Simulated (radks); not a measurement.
# Valence configurations of Cd

The task here is to estimate one member of a computed series from the others.

The numbers are computed with radks (a radial shooting solver on a logarithmic mesh, Libxc functionals) version 1 (Dirac Kohn-Sham, PBEsol, spin-unpolarised, spherical densities, finite nucleus; open shells are shared between the two j in proportion to 2j + 1), except any that are marked as measured or tabulated.

## The atom as given

| Property | Result |
| --- | --- |
| element | cadmium (Z = 48) |
| charge | 0 |
| electrons | 48 |
| configuration | [Kr] 4d10 5s2 |
| nuclear rms radius | 4.6087 fm |
| others tried | 4d10 5p2; 4d9 5s1 5p2; 4d9.5 5s2 5p0.5; 4d8 5p4; 4d10 5s1.5 5p0.5; 4d9.5 5s1 5p1.5; 4d9 5p3; 4d9 5s2 5p1; 4d10 5s1 5p1 |

Outer shells as boxes (Hund's rule):

Cd
```
[Kr] core
4d [↑↓][↑↓][↑↓][↑↓][↑↓]
5s [↑↓]
```

Set-up of the first run:

The run's settings:

```text
Z 48
configuration [Kr] 4d10 5s2
relativity Dirac
functional pbe_sol,pbe_sol
spin unpolarised
j_filling average
nucleus finite rms 4.6087 fm
c 137.035999084
```

Among the steps run: [Kr] 4d10 5s2.

One of the session's tables, all rows but one given; the rest of the session is left out.

It belongs to the step «[Kr] 4d10 5s2». Radial moments (bohr):

```
level     <r>  outermost maximum (interpolated)  90 % within  nodes
3d3/2  0.3328                             0.264        0.526      0
3d5/2  0.3363                             0.267        0.531      0
4s1/2  0.8790                             0.795         1.28      3
4p1/2  0.9391                             0.828         1.39      2
4p3/2       ?                                 ?            ?      ?
4d3/2   1.279                             0.975         2.05      1
4d5/2   1.300                             0.986         2.09      1
5s1/2   2.880                              2.33         4.37      4
```

Q: Estimate the row for 4p3/2 from the others.

The run gave: <r>: 0.9704; outermost maximum (interpolated): 0.853; 90 % within: 1.44; nodes: 2. In the column «<r>» it lies between 4p1/2 (0.9391) and 4d3/2 (1.279).
